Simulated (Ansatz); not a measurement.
Mg3Te:

```
Te Mg
1.0
    -2.13936    2.13936    5.28249
     2.13936   -2.13936    5.28249
     2.13936    2.13936   -5.28249
Te Mg
1 3
Direct
  0.00000 0.00000 0.00000
  0.25000 0.75000 0.50000
  0.75000 0.25000 0.50000
  0.50000 0.50000 0.00000
```

The cell comes from a database or a generator and needn't be the stable form of this composition.

```yaml
Program: Ansatz 0.2.0
Task: single point
Functional: PBE
Potentials_or_basis: Ansatz PAW
Cutoff: "420 eV (not typed: the program's choice for these potentials)"
k_mesh: 9 × 9 × 9
Occupations: fermi-dirac, width 0.05 eV
Spin: no spin polarisation
```

On this cell: pressure 0.1 GPa; largest force under 0.003 eV/Å; band gap on the k mesh none (metal or under the smearing width).

The same run follows on a disturbed copy (atoms moved at random, drawn with an rms of 0.05 Å):

```
CELL_PARAMETERS angstrom
-2.13936 2.13936 5.28249
2.13936 -2.13936 5.28249
2.13936 2.13936 -5.28249
ATOMIC_POSITIONS crystal
Te 0.00413 0.99907 0.00223
Mg 0.24899 0.75892 0.50304
Mg 0.75360 0.24635 0.49841
Mg 0.49116 0.51464 0.00388
```

Task: What does the disturbed cell give?

Result: The energy (extrapolated to zero smearing) moves by +3.1 meV/atom; pressure 0.2 GPa; largest force 0.209 eV/Å; band gap on the k mesh none (metal or under the smearing width).

Forces in eV/Å, atoms in the order of the input:
```
Te   0.129 -0.114  0.011
Mg  -0.100  0.056 -0.020
Mg   0.130 -0.078 -0.006
Mg  -0.158  0.136  0.015
```

Stress tensor (GPa, compression positive):
```
 0.33 -0.12 -0.07
-0.12  0.28 -0.03
-0.07 -0.03  0.08
```
